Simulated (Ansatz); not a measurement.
# Ge2HSi: the cost of one run

The runs use Ansatz 0.2.0, Gaussian basis; the settings change from run to run.

27 further runs of the same task are left out: 1 for a known fault of the program, 14 that didn't finish, 12 set aside as unsound or not needed. Runs told in other sessions of the task aren't counted.

## Step 1: What is computed

The geometry is a PBE0/def2-TZVP stationary point (not a proven minimum) of the parent state, kept for this charge and spin. No spin-orbit coupling is included. The filled d shell of Ge may be among the frozen orbitals whatever the setting's name suggests.

4 atoms, charge 0, spin multiplicity 4.

Atoms are counted from 1 here; the program's logs count them from 0.

Bond lengths: Ge1–Si2 2.395 Å, Ge1–Ge3 2.530 Å, Si2–Ge3 2.211 Å, Si2–H4 1.493 Å. Angles: Si2–Ge1–Ge3 53.3°, Ge1–Si2–Ge3 66.5°, Ge1–Si2–H4 128.2°, Ge3–Si2–H4 165.3°, Ge1–Ge3–Si2 60.2°.

Coordinates:

```xyz
4
charge 0, multiplicity 4
Ge    0.0000   -0.2544    1.3073
Si    0.0000    1.5798   -0.2325
Ge    0.0000   -0.3986   -1.2185
H     0.0000    3.0408    0.0736
```

## Step 2: CCSD(T) on ROHF/cc-pVDZ

File in.yaml:

```yaml
crystal:
  periodic: [false, false, false]
  atoms:
    - {symbol: Ge, position_ang: [0.000000, -0.254406, 1.307346]}
    - {symbol: Si, position_ang: [0.000000, 1.579840, -0.232472]}
    - {symbol: Ge, position_ang: [0.000000, -0.398617, -1.218485]}
    - {symbol: H, position_ang: [0.000000, 3.040813, 0.073648]}
basis:
  gaussian: {orbitals: cc-pVDZ}
magnetization: {spin_polarized: false, initial_magnetization: 3}
correlation: {method: ccsd_t, electrons: outside_noble_gas, diis_vectors: 2}
accuracy: high
scf: {lower_state_search: off}
```

Run with:

```sh
$ ansatz run in.yaml --threads 1 --pin off --events-out ev --progress --plain --max-ram 2393MiB
```

What time and memory should one allow on 1 thread of Arm Neoverse V2, shared host?

About 9 s, with a peak of 0.27 GiB.
